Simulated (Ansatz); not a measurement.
# Zr (Zirconium): the cost of one run

Program: Ansatz 0.2.0. Level of theory: DFT PBE, scalar-relativistic, plane waves, PAW. These are calculated values, not measurements.

**1. The starting structure**

It takes space group P6_3/mmc (No. 194, hexagonal). The conventional cell has a = 3.232 Å, b = 3.232 Å, c = 5.172 Å, α = 90.00°, β = 90.00°, γ = 120.00°. Around Zr (site symmetry -6m2) lie 12 Zr at 3.19 to 3.23 Å.

Coordinates:

```cif
data_structure
_symmetry_space_group_name_H-M 'P 1'
_symmetry_Int_Tables_number 1
_cell_length_a 3.2320
_cell_length_b 3.2320
_cell_length_c 5.1716
_cell_angle_alpha 90.000
_cell_angle_beta 90.000
_cell_angle_gamma 120.000
_cell_volume 46.78
loop_
_atom_site_label
_atom_site_type_symbol
_atom_site_fract_x
_atom_site_fract_y
_atom_site_fract_z
_atom_site_occupancy
Zr1 Zr 0.33333 0.66667 0.25000 1
Zr2 Zr 0.66667 0.33333 0.75000 1
```

This cell comes from an earlier session at PBE: 23.392 Å³/atom at 0.00 GPa, on a 16×16×10 mesh.

**2. Field gradients and densities at the nuclei**

The input, input.yaml:

```yaml
crystal:
  lattice:
    - [3.2320358653, 0.0, 0.0]
    - [-1.6160179327, 2.7990251653, 0.0]
    - [0.0, 0.0, 5.1715773994]
  atoms:
    - { symbol: Zr, position: [0.3333333333, 0.6666666667, 0.25] }
    - { symbol: Zr, position: [0.6666666667, 0.3333333333, 0.75] }
basis:
  ecutwfc: 420
  ecutrho_ratio: 4
kpoints:
  mp_grid: { grid: [16, 16, 10] }
hamiltonian:
  xc: pbe
scf:
  occupations: { method: gaussian, width: 0.05 }
output:
  forces: true
  stress: true
  eigenvalues: true
  efg: { contact_densities: true, quadrupole_moments_barn: { Zr: -0.176 } }
```

The run is started by

```bash
> ansatz run input.yaml --threads 1 --pin off --max-ram 2560MiB --backend cpu --events-out ev --progress --plain --runs-dir out
```

**Question.** How long does this run take on 1 thread of Arm Neoverse N1, shared host, and how much memory does it need?

About 12 s, with a peak of 0.42 GiB.
